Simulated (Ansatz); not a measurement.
## Molecular dynamics of WC

Input file:

```yaml
accuracy: low
crystal:
  lattice:
    - [-2.987986, -5.175344, 0.0]
    - [4.48198, -2.587672, 0.0]
    - [0.0, 0.0, 5.847062]
  atoms:
    - { symbol: W, position: [0.75, 0.5, 0.0] }
    - { symbol: C, position: [0.5, 0.6666667, 0.25] }
    - { symbol: W, position: [0.75, 0.5, 0.5] }
    - { symbol: C, position: [0.5, 0.6666667, 0.75] }
    - { symbol: W, position: [0.5, 0.0, 0.0] }
    - { symbol: C, position: [0.25, 0.1666667, 0.25] }
    - { symbol: W, position: [0.5, 0.0, 0.5] }
    - { symbol: C, position: [0.25, 0.1666667, 0.75] }
    - { symbol: W, position: [0.25, 0.5, 0.0] }
    - { symbol: C, position: [0.0, 0.6666667, 0.25] }
    - { symbol: W, position: [0.25, 0.5, 0.5] }
    - { symbol: C, position: [0.0, 0.6666667, 0.75] }
    - { symbol: W, position: [0.0, 0.0, 0.0] }
    - { symbol: C, position: [0.75, 0.1666667, 0.25] }
    - { symbol: W, position: [0.0, 0.0, 0.5] }
    - { symbol: C, position: [0.75, 0.1666667, 0.75] }
basis:
  ecutwfc: 420.0
kpoints:
  mp_grid: { grid: [3, 3, 3] }
hamiltonian:
  xc: pbe
  pseudopotentials: { kind: paw, azcp: { folder: soft_1 } }
scf:
  occupations: { method: fermi_dirac, width: 0.17 }
  lower_state_search: "off"
md:
  timestep: 1
  n_steps: 600
  ensemble: nvt_langevin
  temperature: 300.0
  initial_velocities: maxwell_boltzmann
  seed: 116318
  friction: 0.02
  temperature_schedule: [{ n_steps: 600, end_temperature: 2000.0 }]
```

Command:

```bash
$ ansatz run input.yaml --threads 2 --pin off --max-ram 5120MiB --backend cpu --events-out ev --progress --plain --runs-dir out
```

It starts from a structure without forces on its atoms.

Output, in part (step lines):

```
md step     0: t =     0.00 fs  T =   281.3 K (target 300.0 K)  F+E_penalty+E_count = -85096.36387290 eV  E_kin = 0.581670 eV  (9 SCF iters)
md step     1: t =     1.00 fs  T =   274.4 K (target 301.4 K)  F+E_penalty+E_count = -85096.35998958 eV  E_kin = 0.567493 eV  (6 SCF iters)
md step     2: t =     2.00 fs  T =   258.4 K (target 304.2 K)  F+E_penalty+E_count = -85096.34846164 eV  E_kin = 0.534406 eV  (6 SCF iters)
md step     3: t =     3.00 fs  T =   276.5 K (target 307.1 K)  F+E_penalty+E_count = -85096.32930978 eV  E_kin = 0.571877 eV  (6 SCF iters)
md step     4: t =     4.00 fs  T =   262.6 K (target 309.9 K)  F+E_penalty+E_count = -85096.30298024 eV  E_kin = 0.543125 eV  (6 SCF iters)
md step     5: t =     5.00 fs  T =   253.6 K (target 312.8 K)  F+E_penalty+E_count = -85096.27038933 eV  E_kin = 0.524531 eV  (4 SCF iters)
md step     6: t =     6.00 fs  T =   248.7 K (target 315.6 K)  F+E_penalty+E_count = -85096.23367030 eV  E_kin = 0.514362 eV  (4 SCF iters)
md step     7: t =     7.00 fs  T =   276.1 K (target 318.4 K)  F+E_penalty+E_count = -85096.19447405 eV  E_kin = 0.571119 eV  (5 SCF iters)
[... lines left out ...]
md step   599: t =   599.00 fs  T =  1312.4 K (target 1995.8 K)  F+E_penalty+E_count = -85092.72118685 eV  E_kin = 2.714217 eV  (5 SCF iters)
md step   600: t =   600.00 fs  T =  1239.4 K (target 1998.6 K)  F+E_penalty+E_count = -85092.69071300 eV  E_kin = 2.563193 eV  (7 SCF iters)
```

The steps, from the saved trajectory:

| time (fs) | T (K) | potential energy less start (eV) |
| --- | --- | --- |
| 0 | 281 | 0.000 |
| 20 | 196 | 0.405 |
| 40 | 288 | 0.626 |
| 60 | 413 | 0.702 |
| 80 | 337 | 1.034 |
| 100 | 366 | 1.109 |
| 120 | 614 | 0.826 |
| 140 | 505 | 1.057 |
| 160 | 645 | 0.966 |
| 180 | 659 | 1.429 |
| 200 | 546 | 1.283 |
| 220 | 620 | 1.316 |
| 240 | 958 | 1.186 |
| 260 | 865 | 1.519 |
| 280 | 927 | 1.522 |
| 300 | 995 | 2.139 |
| 320 | 987 | 1.937 |
| 340 | 1302 | 2.576 |
| 360 | 1357 | 2.590 |
| 380 | 1381 | 2.312 |
| 400 | 783 | 2.553 |
| 420 | 1660 | 2.123 |
| 440 | 1340 | 2.426 |
| 460 | 1245 | 3.003 |
| 480 | 1102 | 1.936 |
| 500 | 1192 | 2.118 |
| 520 | 1243 | 2.109 |
| 540 | 1777 | 2.403 |
| 560 | 1640 | 2.602 |
| 580 | 982 | 4.435 |
| 600 | 1239 | 3.673 |

The run went to its last step. The schedule's set-point averaged 1575 K over the second half and the system 1265 K, so it lags behind the ramp. A run of 0.6 ps of so small a system gives no equilibrium averages. Limits of this set-up: coarse k mesh, low accuracy level.

Mean squared displacements from the first frame to the last, about the centre of mass: W 0.02 Å², C 0.03 Å².

Last frame:

```xyz
16
Lattice="-2.9880 -5.1753 0.0000 4.4820 -2.5877 0.0000 0.0000 0.0000 5.8471" Properties=species:S:1:pos:R:3
W 0.005 -4.690 -0.329
C 1.556 -4.114 1.278
W 0.059 -4.911 2.725
C 1.579 -3.804 4.109
W -1.460 -2.308 -0.257
C -0.060 -1.431 1.224
W -1.579 -2.241 2.631
C 0.054 -1.220 4.188
W 1.352 -2.152 -0.085
C 3.073 -1.567 1.181
W 1.591 -2.187 2.686
C 2.789 -1.397 4.222
W 0.216 0.388 -0.192
C -1.521 -3.875 1.216
W 0.012 0.452 2.737
C -1.574 -3.812 4.221
```

Run time: 31 min on 2 threads of AMD EPYC 9R45 96-Core Processor (Zen 5) (shared host), peak memory 0.82 GiB.
